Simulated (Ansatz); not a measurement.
# ClFGeH2: the cost of one run

Program: Ansatz 0.2.0. Level of theory: RKS PBE/def2-SVP. These are calculated values, not measurements.

## 1. The system as given

Bond lengths: Ge1–Cl2 2.220 Å, Ge1–H3 1.550 Å, Ge1–H4 1.549 Å, Ge1–F5 1.679 Å. Angles: Cl2–Ge1–H3 109.5°, Cl2–Ge1–H4 109.5°, Cl2–Ge1–F5 109.5°, H3–Ge1–H4 109.5°, H3–Ge1–F5 109.5°, H4–Ge1–F5 109.5°.

Structure file:

```xyz
5

Ge    0.0000    0.0000    0.0000
Cl    0.0000    0.0000    2.2200
H     1.4616    0.0000   -0.5162
H    -0.7300    1.2648   -0.5162
F    -0.7913   -1.3709   -0.5594
```

## 2. Relaxing the start

input.yaml reads:

```yaml
crystal:
  periodic: [false, false, false]
  atoms:
    - { symbol: Ge, position_ang: [0.0, 0.0, 0.0] }
    - { symbol: Cl, position_ang: [0.0, 0.0, 2.22] }
    - { symbol: H, position_ang: [1.4616, 0.0, -0.5162] }
    - { symbol: H, position_ang: [-0.73, 1.2648, -0.5162] }
    - { symbol: F, position_ang: [-0.7913, -1.3709, -0.5594] }
basis:
  gaussian: { orbitals: def2-SVP }
hamiltonian:
  xc: pbe
relax:
  f_tol: 0.02
  max_steps: 40
```

Run with:

```sh
> ansatz run input.yaml --threads 1 --pin off --max-ram 2048MiB --backend cpu --events-out ev --progress --plain --runs-dir out
```

**Question.** How long does this run take on 1 thread of Arm Neoverse V1, shared host, and how much memory does it need?

About 11 s, with a peak of 0.14 GiB.
